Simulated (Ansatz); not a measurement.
# BiPt: the cost of one run

Program: Ansatz 0.2.0. Level of theory: DFT LDA, scalar-relativistic. These are calculated values, not measurements.

### 1 The system as given

The structure is hexagonal, space group P6_3/mmc (No. 194). The conventional cell has a = 4.315 Å, b = 4.315 Å, c = 5.490 Å, α = 90.00°, β = 90.00°, γ = 120.00°. Bi (site symmetry -6m2) is surrounded by 6 Pt at 2.84 Å. Pt (site symmetry -3m) is surrounded by 2 Pt at 2.75 Å and 6 Bi at 2.84 Å.

As a file:

```cif
data_structure
_symmetry_space_group_name_H-M 'P 1'
_symmetry_Int_Tables_number 1
_cell_length_a 4.3150
_cell_length_b 4.3150
_cell_length_c 5.4900
_cell_angle_alpha 90.000
_cell_angle_beta 90.000
_cell_angle_gamma 120.000
_cell_volume 88.52
loop_
_atom_site_label
_atom_site_type_symbol
_atom_site_fract_x
_atom_site_fract_y
_atom_site_fract_z
_atom_site_occupancy
Bi1 Bi 0.33333 0.66667 0.25000 1
Bi2 Bi 0.66667 0.33333 0.75000 1
Pt1 Pt 0.00000 0.00000 0.00000 1
Pt2 Pt 0.00000 0.00000 0.50000 1
```

Atoms are numbered in the order of the input: Bi1, Bi2, Pt3, Pt4.

### 2 Volume × 0.96, LAPW

File input.yaml:

```yaml
crystal:
  lattice:
    - [4.2566822037, 0.0, 0.0]
    - [-2.1283411019, 3.6863949243, 0.0]
    - [0.0, 0.0, 5.4158017152]
  atoms:
    - { symbol: Bi, position: [0.3333333333, 0.6666666667, 0.25] }
    - { symbol: Bi, position: [0.6666666667, 0.3333333333, 0.75] }
    - { symbol: Pt, position: [0.0, 0.0, 0.0] }
    - { symbol: Pt, position: [0.0, 0.0, 0.5] }
kpoints:
  mp_grid: { grid: [9, 9, 6] }
  band_path:
    path:
      - [0.0, 0.0, 0.0]
      - [0.5, 0.0, 0.0]
      - [0.3333333333, 0.3333333333, 0.0]
      - [0.0, 0.0, 0.0]
      - [0.0, 0.0, 0.5]
      - [0.5, 0.0, 0.5]
      - [0.3333333333, 0.3333333333, 0.5]
      - [0.0, 0.0, 0.5]
      - [0.5, 0.0, 0.5]
    npoints: 5
scf:
  occupations: { method: fermi_dirac, width: 0.05 }
hamiltonian:
  xc: lda
  pseudopotentials: { kind: all_electron, lapw: { basis_error: 0.0005 } }
output:
  forces: true
  stress: true
  eigenvalues: true
```

On the command line:

```sh
$ ansatz run input.yaml --threads 1 --pin off --max-ram 4096MiB --backend cpu --events-out ev --progress --plain --runs-dir out
```

What time and memory should one allow on 1 thread of Arm Neoverse V2, shared host?

About 2.9 min, with a peak of 1 GiB.
